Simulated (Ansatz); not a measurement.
**GeH2: single points off equilibrium**

A test off equilibrium: a frame of a short trajectory is computed at several levels, and each is set against CCSD(T).

Method: single points in def2-TZVPP; program: Ansatz 0.2.0, Gaussian basis.

Cores are frozen in the correlated methods. Filled d shells of the heavier atoms are correlated.

## (1) The system as given

3 atoms, charge 0, spin multiplicity 1.

Atoms are counted from 1 here; the program's logs count them from 0.

Bond lengths: Ge1–H2 1.577 Å, Ge1–H3 1.613 Å. Angles: H2–Ge1–H3 92.0°.

Coordinates:

| atom | x (Å) | y (Å) | z (Å) |
| --- | --- | --- | --- |
| Ge1 | -0.5939 | 0.4225 | -0.2746 |
| H2 | 0.7397 | 0.7762 | 0.4892 |
| H3 | -0.2484 | -1.1531 | -0.2650 |

## (2) PBE-D4/def2-TZVPP

Input file run/in.yaml:

```yaml
crystal:
  periodic: [false, false, false]
  atoms:
    - {symbol: Ge, position_ang: [-0.593858, 0.422548, -0.274610]}
    - {symbol: H, position_ang: [0.739744, 0.776195, 0.489173]}
    - {symbol: H, position_ang: [-0.248381, -1.153081, -0.265049]}
basis:
  gaussian: {orbitals: def2-TZVPP}
hamiltonian: {xc: pbe, dispersion: d4}
output: {forces: true}
```

Command:

```
$ ansatz run in.yaml --threads 2 --pin off --events-out ev --progress --plain --max-ram 3481MiB
```

## (3) r2SCAN-D4/def2-TZVPP

run/in.yaml: that of step 2 with these lines changed.

```diff
@@ -8,3 +8,3 @@
   gaussian: {orbitals: def2-TZVPP}
-hamiltonian: {xc: pbe, dispersion: d4}
+hamiltonian: {xc: r2scan, dispersion: d4}
 output: {forces: true}
```

## (4) PBE0-D4/def2-TZVPP

run/in.yaml: that of step 3 with these lines changed.

```diff
@@ -8,3 +8,3 @@
   gaussian: {orbitals: def2-TZVPP}
-hamiltonian: {xc: r2scan, dispersion: d4}
-output: {forces: true}
+hamiltonian: {xc: pbe0, dispersion: d4}
+output: {forces: true, orbitals: {seedname: orbitals}}
```

## (5) wB97M-V/def2-TZVPP

run/in.yaml: that of step 4 with these lines changed.

```diff
@@ -8,3 +8,3 @@
   gaussian: {orbitals: def2-TZVPP}
-hamiltonian: {xc: pbe0, dispersion: d4}
-output: {forces: true, orbitals: {seedname: orbitals}}
+hamiltonian: {xc: {name: wB97M-V}}
+output: {forces: true}
```

## (6) CCSD(T)/def2-TZVPP

run/in.yaml: that of step 5 with these lines changed.

```diff
@@ -8,3 +8,3 @@
   gaussian: {orbitals: def2-TZVPP}
-hamiltonian: {xc: {name: wB97M-V}}
+correlation: {method: ccsd_t}
 output: {forces: true}
```

(Steps that only read results are left out.)

What does the calculation give? Wanted: energy less free atoms, CCSD(T)/def2-TZVPP; RMS force component; RMS force error; HOMO and LUMO, PBE0-D4; T1 diagnostic.

As calculated:

| quantity | value |
| --- | --- |
| energy less free atoms, CCSD(T)/def2-TZVPP | -587.7 kJ/mol |
| RMS force component | 0.168 to 0.231 eV/Å over the methods |
| RMS force error | PBE-D4 0.239, r2SCAN-D4 0.079, PBE0-D4 0.100, wB97M-V 0.029 eV/Å |
| HOMO and LUMO, PBE0-D4 | -6.85 and -3.03 eV |
| T1 diagnostic | 0.012 |

In words: Against CCSD(T) the functionals' energies less atoms differ by -6.0 to +12.2 kJ/mol, PBE-D4 by +5.1 kJ/mol. CCSD(T) in triple zeta still lacks some correlation energy of the bonds, so part of these gaps is its own basis error and they don't rank the functionals. For forces wB97M-V does best and PBE-D4 worst. Frozen-core CCSD(T) forces in triple zeta carry basis errors of their own, and this is one geometry, so small gaps rank nothing. The restricted Hartree–Fock reference is unstable towards an unrestricted one at one or more of these structures.
